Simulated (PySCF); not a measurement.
# C3H7FOSi: electronic excitations and core binding energies

What electronic excitations and core binding energies should C3H7FOSi (`C=C[C@H](F)[SiH2]O`) show?

Computed with PySCF 2.14.0, with density-fitted response routines of our own, on a single molecule in the gas phase. Atoms are numbered from 0 throughout.

## (1) Starting geometry

13 atoms, charge 0, multiplicity 1; geometry from: GFN2-xTB.

Bonds of the start (Å): C0–C1 1.32, C1–C2 1.49, C2–F3 1.40, C2–Si4 1.94, Si4–O5 1.62, C0–H6 1.08, C0–H7 1.08, C1–H8 1.08, C2–H9 1.09, Si4–H10 1.46, Si4–H11 1.45, O5–H12 0.96.

## (2) TDDFT and polarisability: B3LYP/def2-SVPD

What the job is given:

```
{"job": {"kind": "uv", "xc": "B3LYP", "basis": "def2-SVPD", "nstates": 8, "ntriplets": 3}, "charge": 0, "multiplicity": 1}
C      1.795481     0.828986     0.615994
C      1.158101    -0.309089     0.405687
C      0.224810    -0.574606    -0.718911
F      0.330305     0.413893    -1.698997
Si    -1.620634    -0.567773    -0.134644
O     -1.954924     0.888928     0.483070
H      1.709331     1.657000    -0.067825
H      2.443254     0.967928     1.463489
H      1.253587    -1.142103     1.088739
H      0.491679    -1.510695    -1.218711
H     -2.433909    -0.856551    -1.313403
H     -1.799752    -1.484234     0.979488
H     -1.601718     1.688801     0.098295
```

Method: TDDFT B3LYP/def2-SVPD, vertical, gas phase, core orbitals frozen in the response.

Run with:

```bash
OMP_NUM_THREADS=1 python probes_run.py task.json out
```

This one command runs all jobs of the session in turn.

The log of the run:

```text
coarse grid: 11400 points
cycle   1  E = -582.5985419378  dE =  5.802e-01  |g| = 8.504e-01  |ddm| = 5.082e+00
cycle   2  E = -582.3111784594  dE =  2.874e-01  |g| = 1.485e+00  |ddm| = 2.217e+00
cycle   3  E = -582.7349528944  dE = -4.238e-01  |g| = 1.157e-01  |ddm| = 1.370e+00
cycle   4  E = -582.7375634576  dE = -2.611e-03  |g| = 5.581e-02  |ddm| = 2.285e-01
cycle   5  E = -582.7383189968  dE = -7.555e-04  |g| = 1.415e-02  |ddm| = 8.624e-02
cycle   6  E = -582.7383585016  dE = -3.950e-05  |g| = 6.158e-03  |ddm| = 2.271e-02
cycle   7  E = -582.7383684759  dE = -9.974e-06  |g| = 8.793e-04  |ddm| = 9.698e-03
final grid: 105968 points
cycle   8  E = -582.8273322774  dE = -3.127e-05  |g| = 5.127e-03  |ddm| = 9.735e-02
cycle   9  E = -582.8273269863  dE =  5.291e-06  |g| = 7.423e-03  |ddm| = 1.563e-02
cycle  10  E = -582.8273383095  dE = -1.132e-05  |g| = 8.338e-04  |ddm| = 8.125e-03
cycle  11  E = -582.8273384428  dE = -1.333e-07  |g| = 1.882e-04  |ddm| = 1.145e-03
cycle  12  E = -582.8273384494  dE = -6.583e-09  |g| = 9.162e-05  |ddm| = 3.799e-04
cycle  13  E = -582.8273384515  dE = -2.135e-09  |g| = 2.386e-05  |ddm| = 1.520e-04
cycle  14  E = -582.8273384516  dE = -1.414e-10  |g| = 4.609e-06  |ddm| = 3.868e-05
converged SCF energy = -582.8273384516

Static polarisability (au): isotropic 68.170, principal 59.194 61.385 83.930

Singlet excitations
state   eV       nm        f      main configurations
  1   5.9481    208.4   0.01036   H->L 0.74, H->L+1 0.24
  2   6.6443    186.6   0.34722   H->L+1 0.62, H->L 0.20
  3   6.7162    184.6   0.01461   H->L+2 0.93
  4   7.2303    171.5   0.01884   H-1->L 0.73, H-1->L+1 0.18
  5   7.4016    167.5   0.03216   H->L+3 0.73, H->L+4 0.20
  6   7.5027    165.3   0.00694   H->L+4 0.35, H->L+5 0.28, H-1->L+1 0.14
  7   7.6084    163.0   0.02780   H->L+6 0.40, H->L+5 0.34
  8   7.6340    162.4   0.03776   H-2->L 0.31, H->L+4 0.15, H-2->L+1 0.15

Triplet excitations (Tamm-Dancoff, eV): 4.4033 5.7779 6.5926
```

Run time: 44 s. Hardware: 1 thread of Arm Neoverse N1, shared host; peak memory 0.68 GiB.

The orbitals next to the gap, with their largest atomic shares:

| orbital | eV | atoms |
| --- | --- | --- |
| HOMO−3 | -9.77 | F3 23 %, C2 16 %, C1 16 % |
| HOMO−2 | -9.01 | O5 24 %, Si4 21 %, H11 15 % |
| HOMO−1 | -8.65 | O5 32 %, C2 13 %, C1 13 % |
| HOMO | -7.18 | C0 31 %, C1 25 %, C2 14 % |
| LUMO | -0.37 | C1 15 %, O5 15 %, C0 14 % |
| LUMO+1 | -0.23 | C0 22 %, Si4 18 %, C1 18 % |
| LUMO+2 | 0.45 | Si4 26 %, H9 12 %, C1 10 % |

With each of the 8 states as a Gaussian band of 0.4 eV half-width at 1/e, the curve within the window shown has maxima at 186 nm (ε 15,000), 166 nm (ε 4,600) L/(mol cm). Beyond the last state computed it falls off for lack of states. The curve at chosen wavelengths:

```
 nm  ε (L/mol/cm)
156          1796
159          3062
162          4105
165          4559
168          4562
171          4753
174          5867
177          8189
180         11198
183         13759
186         14792
189         13911
192         11550
195          8579
198          5799
201          3651
204          2211
207          1342
210           848
213           566
216           394
219           276
222           190
225           126
228            81
231            49
```

Ground-state properties from the same run:

| property | computed |
| --- | --- |
| dipole moment (D) | 0.90 |
| polarisability (Å³) | 10.10 |
| HOMO–LUMO gap (eV) | 6.82 |
| −ε(HOMO) (eV) | 7.18 |

## (3) Core holes by ΔSCF: SCAN, X2C

Settings changed since step 2:

```diff
@@ -1,2 +1,2 @@
-{"job": {"kind": "uv", "xc": "B3LYP", "basis": "def2-SVPD", "nstates": 8, "ntriplets": 3}, "charge": 0, "multiplicity": 1}
+{"job": {"kind": "xps"}, "charge": 0, "multiplicity": 1}
 C      1.795481     0.828986     0.615994
```

With the program's defaults for keys left out, this is: delta-SCF UKS SCAN, pcX-2 on the ionised atom, pcseg-1 elsewhere, spin-free X2C.

The log of the run:

```text
ground state, core basis on atom 0 (C), 154 functions
  cycle   1  E = -583.51996621  |g| = 8.29e-01
  cycle   2  E = -583.21257140  |g| = 1.49e+00
  cycle   3  E = -583.64814913  |g| = 1.64e-01
  cycle   4  E = -583.65388357  |g| = 6.91e-02
  cycle   5  E = -583.65494123  |g| = 3.17e-02
  cycle   6  E = -583.65517503  |g| = 8.57e-03
  cycle   7  E = -583.65519358  |g| = 1.45e-03
  cycle   8  E = -583.65519417  |g| = 6.35e-04
  cycle   9  E = -583.65519234  |g| = 2.52e-04
  E(ground) = -583.69277335 Eh
hole in C 1s of atom 0
  cycle   1  E = -572.41573212  |g| = 1.50e+00
  cycle   2  E = -571.35528656  |g| = 1.94e+00
  cycle   3  E = -572.86995995  |g| = 4.86e-01
  cycle   4  E = -572.94815311  |g| = 3.13e-01
  cycle   5  E = -572.99032370  |g| = 1.03e-01
  cycle   6  E = -572.99398100  |g| = 3.98e-02
  cycle   7  E = -572.99470665  |g| = 8.97e-03
  cycle   8  E = -572.99475044  |g| = 4.93e-03
  cycle   9  E = -572.99476809  |g| = 2.37e-03
  cycle  10  E = -572.99477539  |g| = 1.04e-03
  cycle  11  E = -572.99477604  |g| = 3.95e-04
  E(ion) = -573.03187029 Eh   <S^2> = 0.7828   hole on atom = 1.000   binding energy = 290.098 eV
ground state, core basis on atom 1 (C), 154 functions
  cycle   1  E = -583.65528392  |g| = 6.33e-02
  cycle   2  E = -583.65445854  |g| = 6.36e-02
  cycle   3  E = -583.65516694  |g| = 3.75e-02
  cycle   4  E = -583.65553518  |g| = 7.41e-03
  cycle   5  E = -583.65554768  |g| = 1.20e-03
  cycle   6  E = -583.65554691  |g| = 3.15e-04
  E(ground) = -583.69335384 Eh
hole in C 1s of atom 1
  cycle   1  E = -572.39692674  |g| = 1.51e+00
  cycle   2  E = -570.26264699  |g| = 2.28e+00
  cycle   3  E = -572.66588318  |g| = 7.74e-01
  cycle   4  E = -572.90458261  |g| = 3.96e-01
  cycle   5  E = -572.96409554  |g| = 1.24e-01
  cycle   6  E = -572.97014936  |g| = 4.28e-02
  cycle   7  E = -572.97109397  |g| = 1.94e-02
  cycle   8  E = -572.97133409  |g| = 6.39e-03
  cycle   9  E = -572.97140650  |g| = 3.94e-03
  cycle  10  E = -572.97144614  |g| = 3.61e-03
  cycle  11  E = -572.97146627  |g| = 1.96e-03
  cycle  12  E = -572.97147686  |g| = 9.57e-04
  cycle  13  E = -572.97147788  |g| = 5.30e-04
  cycle  14  E = -572.97147893  |g| = 1.82e-04
  E(ion) = -573.00801255 Eh   <S^2> = 0.8124   hole on atom = 1.000   binding energy = 290.763 eV
ground state, core basis on atom 2 (C), 154 functions
  cycle   1  E = -583.65874705  |g| = 6.02e-02
  cycle   2  E = -583.65848638  |g| = 3.95e-02
  cycle   3  E = -583.65846601  |g| = 4.00e-02
  cycle   4  E = -583.65887462  |g| = 7.15e-03
  cycle   5  E = -583.65888751  |g| = 8.18e-04
  cycle   6  E = -583.65888828  |g| = 2.03e-04
  E(ground) = -583.69564718 Eh
hole in C 1s of atom 2
  cycle   1  E = -572.34036879  |g| = 1.51e+00
  cycle   2  E = -568.78676653  |g| = 2.81e+00
  cycle   3  E = -572.48375643  |g| = 1.02e+00
  cycle   4  E = -572.84215545  |g| = 4.25e-01
  cycle   5  E = -572.89896332  |g| = 1.79e-01
  cycle   6  E = -572.90672042  |g| = 8.75e-02
  cycle   7  E = -572.90953021  |g| = 1.43e-02
  cycle   8  E = -572.90958205  |g| = 1.12e-02
  cycle   9  E = -572.90965082  |g| = 3.30e-03
  cycle  10  E = -572.90965969  |g| = 1.38e-03
  cycle  11  E = -572.90966273  |g| = 6.37e-04
  cycle  12  E = -572.90966395  |g| = 4.17e-04
  E(ion) = -572.94649571 Eh   <S^2> = 0.7726   hole on atom = 1.000   binding energy = 292.499 eV
ground state, core basis on atom 3 (F), 154 functions
  cycle   1  E = -583.69792487  |g| = 1.16e-01
  cycle   2  E = -583.69766897  |g| = 5.22e-02
  cycle   3  E = -583.69749564  |g| = 6.37e-02
  cycle   4  E = -583.69805186  |g| = 4.82e-03
  cycle   5  E = -583.69805797  |g| = 9.45e-04
  cycle   6  E = -583.69805857  |g| = 2.68e-04
  E(ground) = -583.73783390 Eh
hole in F 1s of atom 3
  cycle   1  E = -557.35203641  |g| = 2.58e+00
  cycle   2  E = -556.89874472  |g| = 2.31e+00
  cycle   3  E = -558.07109851  |g| = 6.03e-01
  cycle   4  E = -558.16169711  |g| = 4.16e-01
  cycle   5  E = -558.24191533  |g| = 1.37e-01
  cycle   6  E = -558.25037077  |g| = 5.26e-02
  cycle   7  E = -558.25170549  |g| = 1.00e-02
  cycle   8  E = -558.25173449  |g| = 6.45e-03
  cycle   9  E = -558.25175262  |g| = 1.34e-03
  cycle  10  E = -558.25175247  |g| = 3.16e-04
  E(ion) = -558.29668484 Eh   <S^2> = 0.7573   hole on atom = 1.000   binding energy = 692.289 eV
ground state, core basis on atom 4 (Si), 165 functions
  cycle   1  E = -583.75583766  |g| = 2.93e-01
  cycle   2  E = -583.75500239  |g| = 1.02e-01
  cycle   3  E = -583.75359763  |g| = 1.34e-01
  cycle   4  E = -583.75649510  |g| = 1.70e-02
  cycle   5  E = -583.75654193  |g| = 6.34e-03
  cycle   6  E = -583.75655026  |g| = 6.90e-04
  cycle   7  E = -583.75654916  |g| = 1.29e-04
  E(ground) = -583.75265449 Eh
hole in Si 1s of atom 4
  cycle   1  E = -514.81447557  |g| = 4.35e+00
  cycle   2  E = -513.74036382  |g| = 2.46e+00
  cycle   3  E = -512.36274934  |g| = 1.90e+00
  cycle   4  E = -515.73604917  |g| = 4.89e-01
  cycle   5  E = -515.82379663  |g| = 3.20e-01
  cycle   6  E = -515.85879072  |g| = 1.42e-01
  cycle   7  E = -515.86641787  |g| = 2.83e-02
  cycle   8  E = -515.86667459  |g| = 1.70e-02
  cycle   9  E = -515.86682300  |g| = 5.21e-03
  cycle  10  E = -515.86683661  |g| = 1.42e-03
  cycle  11  E = -515.86683869  |g| = 5.81e-04
  cycle  12  E = -515.86683813  |g| = 3.29e-04
  E(ion) = -515.87037486 Eh   <S^2> = 0.7522   hole on atom = 1.000   binding energy = 1847.171 eV
hole in Si 2p of atom 4
  cycle   1  E = -579.47409170  |g| = 1.24e+00
  cycle   2  E = -579.05252485  |g| = 1.29e+00
  cycle   3  E = -579.67385324  |g| = 4.50e-01
  cycle   4  E = -579.78078529  |g| = 1.57e-01
  cycle   5  E = -579.78579221  |g| = 1.13e-01
  cycle   6  E = -579.79196484  |g| = 2.64e-02
  cycle   7  E = -579.79232404  |g| = 7.45e-03
  cycle   8  E = -579.79233872  |g| = 4.94e-03
  cycle   9  E = -579.79235029  |g| = 8.26e-04
  cycle  10  E = -579.79235111  |g| = 4.45e-04
  E(ion) = -579.79939756 Eh   <S^2> = 0.7516   hole on atom = 1.002   binding energy = 107.574 eV
  2p3/2 = 107.331 eV   2p1/2 = 107.956 eV
ground state, core basis on atom 5 (O), 154 functions
  cycle   1  E = -583.68646991  |g| = 1.00e-01
  cycle   2  E = -583.68591885  |g| = 7.16e-02
  cycle   3  E = -583.68631861  |g| = 5.58e-02
  cycle   4  E = -583.68683504  |g| = 5.10e-03
  cycle   5  E = -583.68684489  |g| = 1.04e-03
  cycle   6  E = -583.68684349  |g| = 4.48e-04
  E(ground) = -583.72150671 Eh
hole in O 1s of atom 5
  cycle   1  E = -563.08072090  |g| = 2.22e+00
  cycle   2  E = -561.21399647  |g| = 2.48e+00
  cycle   3  E = -563.58639398  |g| = 7.62e-01
  cycle   4  E = -563.84113426  |g| = 3.03e-01
  cycle   5  E = -563.87913946  |g| = 1.50e-01
  cycle   6  E = -563.88586406  |g| = 6.68e-02
  cycle   7  E = -563.88741230  |g| = 1.46e-02
  cycle   8  E = -563.88748543  |g| = 8.88e-03
  cycle   9  E = -563.88752712  |g| = 1.76e-03
  cycle  10  E = -563.88752992  |g| = 6.43e-04
  cycle  11  E = -563.88753116  |g| = 2.62e-04
  E(ion) = -563.92324382 Eh   <S^2> = 0.7611   hole on atom = 1.000   binding energy = 538.738 eV
```

It took 2.1 min on 1 thread of Arm Neoverse N1, shared host; peak memory 0.58 GiB.

Binding energies by hole, beside the orbital energy of the ground state; the difference holds orbital relaxation and, for a density functional, its self-interaction error:

| hole | stands for | environment | ΔSCF (eV; 2p as the shell's mean) | −ε (eV) | ⟨S²⟩ |
| --- | --- | --- | --- | --- | --- |
| C1s on C0 | C0 | terminal =CH2 carbon | 290.10 | 273.5 | 0.783 |
| C1s on C1 | C1 | alkene CH | 290.76 | 274.0 | 0.812 |
| C1s on C2 | C2 | allylic sp3 CH bonded to F and Si | 292.50 | 275.6 | 0.773 |
| F1s on F3 | F3 | fluorine on an sp3 carbon | 692.29 | 666.5 | 0.757 |
| Si1s on Si4 | Si4 | silicon bonded to C, O, 2 H | 1847.17 | 1793.8 | 0.752 |
| Si2p on Si4 | Si4 | silicon bonded to C, O, 2 H | 107.54 | 96.6 | 0.752 |
| O1s on O5 | O5 | oxygen bonded to Si, H | 538.74 | 516.7 | 0.761 |

With the spin-orbit splitting: Si4 2p3/2 107.33, 2p1/2 107.96 eV. The table gives each 2p level as the mean over the whole 2p shell (two parts 2p3/2, one part 2p1/2), which differs a little from the single hole in the log.

## (4) Outcome

| quantity | value |
| --- | --- |
| lowest singlet (B3LYP/def2-SVPD) | 5.95 eV (208 nm), f = 0.010 |
| brightest single state of those computed | state 2, 6.64 eV, f = 0.347 |
| lowest triplet | 4.40 eV |
| C1s binding energies, SCAN/pcX-2 | C2 292.50, C1 290.76, C0 290.10 eV |
| F1s binding energies, SCAN/pcX-2 | F3 692.29 eV |
| Si1s binding energies, SCAN/pcX-2 | Si4 1847.17 eV |
| Si2p binding energies, SCAN/pcX-2 | Si4 107.54 eV |
| O1s binding energies, SCAN/pcX-2 | O5 538.74 eV |

**Reading.** The lowest singlet, at 5.95 eV, is HOMO→LUMO 0.74, HOMO→LUMO+1 0.24 and is weak; of the 8 states computed, the strongest absorption comes from state 2 at 6.64 eV. The lowest triplet lies 1.54 eV below the lowest singlet (triplets in Tamm-Dancoff, singlets in full TDDFT). C2 (allylic sp3 CH bonded to F and Si) binds its C1s electron 2.40 eV more tightly than C0 (terminal =CH2 carbon).
